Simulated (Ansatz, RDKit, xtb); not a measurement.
# Isomers of B3N5H8, a sample narrowed down, part 1 of 2

Which of a sample of isomers of B3N5H8 is the most stable in the gas at 298.15 K, and what are its properties? The sample is small against all isomers, and the most stable one of this formula need not be in it.

Plan: many cheap relaxations first (GFN2-xTB), then density-functional screening, relaxation at PBE-D3(BJ)/def2-SVP, vibrations (at GFN2-xTB) and a final energy. The numbers are computed, not measured.

### 1 Possible bonding patterns

Isomers were taken from a list of plausible structures; this is a sample, not all of them. That gives 4 candidates.

| label | SMILES | spin |
| --- | --- | --- |
| c290 | NN1BNBN(N)B1 | singlet |
| c469 | NB1NBN(N)BN1 | singlet |
| c559 | NB1NBNB(N)N1 | singlet |
| c738 | NB1NBNBN1N | singlet |

Candidates are built by distance geometry, with a force field where one applies, in up to four conformers (letters a to d).

### 2 First filter: tight binding

All 16 starts are relaxed the same way. One of them, c469d (taken from a list of positional isomers, embedded by distance geometry and UFF), in full:

The input, start.xyz:

```xyz
16
c469d
B     -0.098634    -1.620236     1.567779
B      1.412400     0.183791     2.467445
B     -1.052419     0.244410     2.899760
N     -0.539408    -2.724785     0.586180
N      1.260685    -0.934461     1.381704
N      0.268691     1.108777     2.812116
N      0.076452     2.090623     1.815613
N     -0.968053    -1.267264     2.846414
H     -0.746589    -3.538134     1.167927
H     -1.499287    -2.378436     0.228510
H      1.209250    -0.422508     0.435260
H      2.540301     0.597328     2.589095
H     -0.623171     2.738496     2.132535
H      0.963109     2.663251     1.791635
H     -2.029152     0.814022     3.253330
H     -1.928457    -1.577795     2.587615
```

Command:

```sh
$ xtb start.xyz --gfn 2 --opt
```

The program printed, cut to the lines that bear on the results:

```text
* xtb version 6.7.1
[...]
          :  # basis functions                  40          :
[...]
          :  # electrons                        42          :
[...]
          :  Hamiltonian                  GFN2-xTB          :
[...]
          :  net charge                          0          :
          :  unpaired electrons                  0          :
[...]
   *** convergence criteria satisfied after 13 iterations ***
[...]
   *** GEOMETRY OPTIMIZATION CONVERGED AFTER 36 ITERATIONS ***
[...]
   *** convergence criteria satisfied after 3 iterations ***
[...]
         ::                     SUMMARY                     ::
         :::::::::::::::::::::::::::::::::::::::::::::::::::::
         :: total energy             -22.568582173207 Eh    ::
         :: gradient norm              0.000564137468 Eh/a0 ::
         :: HOMO-LUMO gap              4.549211446857 eV    ::
         ::.................................................::
         :: SCC energy               -22.834774445134 Eh    ::
         :: -> isotropic ES            0.105609404401 Eh    ::
         :: -> anisotropic ES          0.012358688093 Eh    ::
         :: -> anisotropic XC          0.013811138917 Eh    ::
         :: -> dispersion             -0.010591236640 Eh    ::
         :: repulsion energy           0.266192271928 Eh    ::
         :: add. restraining           0.000000000000 Eh    ::
         :: total charge              -0.000000000000 e     ::
         :::::::::::::::::::::::::::::::::::::::::::::::::::::
[...]
        21        2.0000           -0.3288438              -8.9483 (HOMO)
        22                         -0.1616634              -4.3991 (LUMO)
[...]
     #   Z          covCN         q      C6AA      α(0)
     1   5          2.541     0.310    17.954     7.296
     2   5          2.644     0.256    17.843     7.123
     3   5          2.644     0.256    17.843     7.124
     4   7          2.562    -0.373    29.663     8.089
     5   7          2.543    -0.313    28.074     7.869
     6   7          2.658    -0.158    24.413     7.338
     7   7          2.703    -0.281    27.258     7.754
     8   7          2.543    -0.313    28.074     7.869
     9   1          0.861     0.145     1.433     1.875
    10   1          0.861     0.145     1.434     1.876
    11   1          0.860     0.144     1.442     1.881
    12   1          0.937    -0.126     6.581     4.011
    13   1          0.860     0.145     1.436     1.877
    14   1          0.860     0.145     1.437     1.878
[...]
molecular dipole:
                 x           y           z       tot (Debye)
 q only:       -0.030      -0.686       0.047
   full:        0.007      -1.085       0.257       2.835
molecular quadrupole (traceless):
[...]
          | TOTAL ENERGY              -22.568582173207 Eh   |
          | GRADIENT NORM               0.000564137468 Eh/α |
          | HOMO-LUMO GAP               4.549211446857 eV   |
           -------------------------------------------------
[...]
```

It took 0.19 s on 2 threads of Arm Neoverse V2, shared host.

### 3 Distinct minima at GFN2-xTB

16 of the 16 relaxations converged; the search merged 10 into others by its test of bonds and energy. 6 distinct structures remain:

| label | start | SMILES after | spin | energy (kcal/mol) |
| --- | --- | --- | --- | --- |
| c559a | drawn | NB1NBNB(N)N1 | singlet | 0.0 |
| c738d | drawn | NB1NBNBN1N | singlet | 33.3 |
| c469d | drawn | NB1NBN(N)BN1 | singlet | 33.8 |
| c738b | drawn | NB1NBNBN1N | singlet | 35.4 |
| c290b | drawn | NN1BNBN(N)B1 | singlet | 67.6 |
| c290a | drawn | NN1BNBN(N)B1 | singlet | 67.9 |

### 4 Screening with a density functional

A choice of the minima (the low ones first, few conformers of a pattern, up to a cap) and the lowest that fell apart get a single point at r2SCAN-D4/def2-SVP on the tight-binding geometry, and one at HF/STO-3G for comparison. Some singlets are also tried as triplets at the same geometry (label ending in t). The first, c559a:

The input, input.yaml:

```yaml
crystal:
  periodic: [false, false, false]
  atoms:
    - {symbol: B, position_ang: [-2.130741, -0.103194, 0.433763]}
    - {symbol: B, position_ang: [-0.829513, 0.798110, -1.501719]}
    - {symbol: B, position_ang: [0.318226, 0.323348, 0.668460]}
    - {symbol: "N", position_ang: [-3.361207, -0.533766, 0.980812]}
    - {symbol: N, position_ang: [-2.040101, 0.359143, -0.919608]}
    - {symbol: N, position_ang: [0.329111, 0.770278, -0.693087]}
    - {symbol: N, position_ang: [1.499101, 0.311845, 1.445784]}
    - {symbol: N, position_ang: [-0.930551, -0.108568, 1.202628]}
    - {symbol: H, position_ang: [-4.219723, -0.548465, 0.462225]}
    - {symbol: H, position_ang: [-3.460507, -0.869514, 1.920510]}
    - {symbol: H, position_ang: [-2.881577, 0.368855, -1.474126]}
    - {symbol: H, position_ang: [-0.787729, 1.171657, -2.616952]}
    - {symbol: H, position_ang: [1.205947, 1.077783, -1.083512]}
    - {symbol: H, position_ang: [1.528397, 0.009552, 2.401808]}
    - {symbol: H, position_ang: [2.390592, 0.611967, 1.097654]}
    - {symbol: H, position_ang: [-0.966721, -0.428431, 2.157576]}
basis:
  gaussian:
    orbitals: def2-SVP
hamiltonian:
  xc: r2scan
  dispersion: d4
scf:
  lower_state_search: off
output: {orbitals: {seedname: orbitals}}
```

Command:

```sh
$ ansatz run input.yaml --threads 2 --pin off --max-ram 5220MiB --events-out events.jsonl --progress --plain --runs-dir runs
```

The program printed, cut to the lines that bear on the results:

```text
Warning: RAYON_NUM_THREADS=2 ignored (pool sized by the plan → 2); use --threads N
Functional definition: r2SCAN
  name "r2SCAN"
[...]
1786 factors; their error is unknown
[...]
mean field -9605.81103334 eV, -353.0070444227 hartree, gradient 7.6e-6 eV, S^2 0.000000; 0 other end points of the search recorded, 0 dependent functions left out
reference -9605.81104552 eV, -353.0070448702 hartree; 29, 29 occupied and 123, 123 virtual orbitals, 1786 factors
Total energy: -9605.91339271 eV, -353.0108060603 hartree
Checks for a lower state left out: stability, starts, cluster_reference, orbital_swaps, neighbouring_geometries, increment
```

It took 3.3 s on 2 threads of Arm Neoverse V2, shared host; peak memory 0.2 GiB.

Relative energies in kcal/mol, each column from its lowest structure that stays in one piece:

| label | SMILES | spin | GFN2-xTB | HF/STO-3G | r2SCAN-D4/def2-SVP |
| --- | --- | --- | --- | --- | --- |
| c559a | NB1NBNB(N)N1 | singlet | 0.0 | 0.0 | 0.0 |
| c738d | NB1NBNBN1N | singlet | 33.3 | 47.7 | 58.1 |
| c738b | NB1NBNBN1N | singlet | 35.4 | 49.5 | 59.9 |
| c469d | NB1NBN(N)BN1 | singlet | 33.8 | 50.3 | 62.4 |
| c559at | NB1NBNB(N)N1 | triplet | – | – | 137.6 |
| c738dt | NB1NBNBN1N | triplet | – | – | 177.2 |

### 5 Refinement at PBE-D3(BJ)/def2-SVP

3 candidates are relaxed at PBE-D3(BJ)/def2-SVP (chosen among the lowest in one piece, one conformer a pattern). The first, c559a:

input.yaml: that of step 4 with these lines changed.

```diff
@@ -20,9 +20,5 @@
 basis:
-  gaussian:
-    orbitals: def2-SVP
-hamiltonian:
-  xc: r2scan
-  dispersion: d4
-scf:
-  lower_state_search: off
-output: {orbitals: {seedname: orbitals}}
+  gaussian: {orbitals: def2-SVP}
+hamiltonian: {xc: pbe, dispersion: d3bj}
+scf: {lower_state_search: off}
+relax: {f_tol: 0.006}
```

Command:

```sh
$ ansatz run input.yaml --threads 2 --pin off --max-ram 5220MiB --events-out events.jsonl --progress --plain --runs-dir runs
```

The program printed, cut to the lines that bear on the results:

```text
Warning: RAYON_NUM_THREADS=2 ignored (pool sized by the plan → 2); use --threads N
[...]
Functional definition: PBE
  name "PBE"
[...]
1786 factors; their error is unknown
[...]
mean field -9598.82977285 eV, -352.7504878319 hartree, gradient 1.1e-6 eV, S^2 0.000000; 0 other end points of the search recorded, 0 dependent functions left out
[...]
reference -9598.82981953 eV, -352.7504895473 hartree; 29, 29 occupied and 123, 123 virtual orbitals, 1786 factors
relax step   1: F+E_penalty+E_count = -9599.21192884 eV  Δ(F+E_penalty+E_count) = +0.000e0 eV  max|allowed force component| = 1.007e0 eV/Å  Δτ_max = 0.0000 Å  (20 SCF iters, accepted)
[...]
relax step   4: F+E_penalty+E_count = -9599.32532666 eV  Δ(F+E_penalty+E_count) = -1.576e-4 eV  max|allowed force component| = 2.225e-2 eV/Å  Δτ_max = 0.0031 Å  (13 SCF iters, accepted)
[...]
Atom 7 at    -0.930736    -0.110241     1.207880 Å, force     0.000009    -0.000096     0.000158 eV/Å
Atom 8 at    -4.269568    -0.557913     0.469951 Å, force    -0.000179    -0.000065     0.000048 eV/Å
Atom 9 at    -3.499813    -0.883879     1.949181 Å, force    -0.000063     0.000175     0.000082 eV/Å
Atom 10 at    -2.896106     0.376172    -1.514781 Å, force     0.000033    -0.000083    -0.000328 eV/Å
Atom 11 at    -0.785851     1.189070    -2.669049 Å, force    -0.000026     0.000253    -0.000408 eV/Å
Atom 12 at     1.223330     1.096023    -1.119585 Å, force     0.000018     0.000074    -0.000291 eV/Å
Atom 13 at     1.564820     0.003100     2.435706 Å, force     0.000051    -0.000131    -0.000012 eV/Å
Atom 14 at     2.439224     0.615925     1.114056 Å, force     0.000172     0.000026     0.000092 eV/Å
Atom 15 at    -0.966877    -0.434278     2.174858 Å, force     0.000021     0.000112    -0.000473 eV/Å
Dipole moment:    -0.016992    -0.152765     0.455364 e Å
Checks for a lower state left out: stability, starts, cluster_reference, orbital_swaps, neighbouring_geometries, increment
```

Wall time 12 s (2 threads of Arm Neoverse V2, shared host); peak memory 0.2 GiB.

Energy change by step (eV): 0.0000, -0.1016, -0.1132, -0.1134, -0.1134.

After the run. Bond lengths: B1–N4 1.429 Å, B1–N5 1.454 Å, B2–N5 1.430 Å, B2–N6 1.430 Å, B3–N6 1.454 Å, B3–N7 1.429 Å, B1–N8 1.446 Å, B3–N8 1.446 Å, N4–H9 1.017 Å, N4–H10 1.017 Å, N5–H11 1.019 Å, B2–H12 1.221 Å, N6–H13 1.019 Å, N7–H14 1.017 Å, N7–H15 1.017 Å, N8–H16 1.020 Å. Some angles: N4–B1–N5 121.5°, N4–B1–N8 122.1°, N5–B1–N8 116.4°, B1–N5–B2 122.7°, N5–B2–N6 118.3°, B2–N6–B3 122.7°, N6–B3–N7 121.5°, N6–B3–N8 116.4°, N7–B3–N8 122.1°, B1–N8–B3 123.5°.

### 6 The relaxed candidates

```
label     spin  r2SCAN-D4/def2-SVP (kcal/mol)  PBE-D3(BJ)/def2-SVP, relaxed (kcal/mol)  time
c559a  singlet                            0.0                                      0.0  12 s
c738d  singlet                           58.1                                     52.9  38 s
c469d  singlet                           62.4                                     56.9  94 s
```

c559a: Bond lengths: B1–N4 1.429 Å, B1–N5 1.454 Å, B2–N5 1.430 Å, B2–N6 1.430 Å, B3–N6 1.454 Å, B3–N7 1.429 Å, B1–N8 1.446 Å, B3–N8 1.446 Å, N4–H9 1.017 Å, N4–H10 1.017 Å, N5–H11 1.019 Å, B2–H12 1.221 Å, N6–H13 1.019 Å, N7–H14 1.017 Å, N7–H15 1.017 Å, N8–H16 1.020 Å. Some angles: N4–B1–N5 121.5°, N4–B1–N8 122.1°, N5–B1–N8 116.4°, B1–N5–B2 122.7°, N5–B2–N6 118.3°, B2–N6–B3 122.7°, N6–B3–N7 121.5°, N6–B3–N8 116.4°, N7–B3–N8 122.1°, B1–N8–B3 123.5°.

c738d: Bond lengths: B1–N4 1.413 Å, B1–N5 1.454 Å, B2–N5 1.426 Å, B2–N6 1.439 Å, B3–N6 1.435 Å, B1–N7 1.466 Å, B3–N7 1.429 Å, N7–N8 1.435 Å, N4–H9 1.016 Å, N4–H10 1.022 Å, N5–H11 1.020 Å, B2–H12 1.219 Å, N6–H13 1.019 Å, B3–H14 1.220 Å, N8–H15 1.030 Å, N8–H16 1.030 Å. Some angles: N4–B1–N5 124.9°, N4–B1–N7 119.3°, N5–B1–N7 115.8°, B1–N5–B2 123.5°, N5–B2–N6 117.5°, B2–N6–B3 122.5°, N6–B3–N7 118.1°, B1–N7–B3 122.5°, B1–N7–N8 115.4°, B3–N7–N8 122.0°.

c469d: Bond lengths: B1–N4 1.424 Å, B1–N5 1.450 Å, B2–N5 1.430 Å, B2–N6 1.442 Å, B3–N6 1.441 Å, N6–N7 1.437 Å, B1–N8 1.454 Å, B3–N8 1.426 Å, N4–H9 1.018 Å, N4–H10 1.018 Å, N5–H11 1.020 Å, B2–H12 1.214 Å, N7–H13 1.031 Å, N7–H14 1.031 Å, B3–H15 1.220 Å, N8–H16 1.020 Å. Some angles: N4–B1–N5 122.5°, N4–B1–N8 122.1°, N5–B1–N8 115.4°, B1–N5–B2 123.9°, N5–B2–N6 117.7°, B2–N6–B3 121.4°, B2–N6–N7 117.3°, B3–N6–N7 121.3°, N6–B3–N8 118.6°, B1–N8–B3 123.1°.

(Continued in part 2 of 2.)
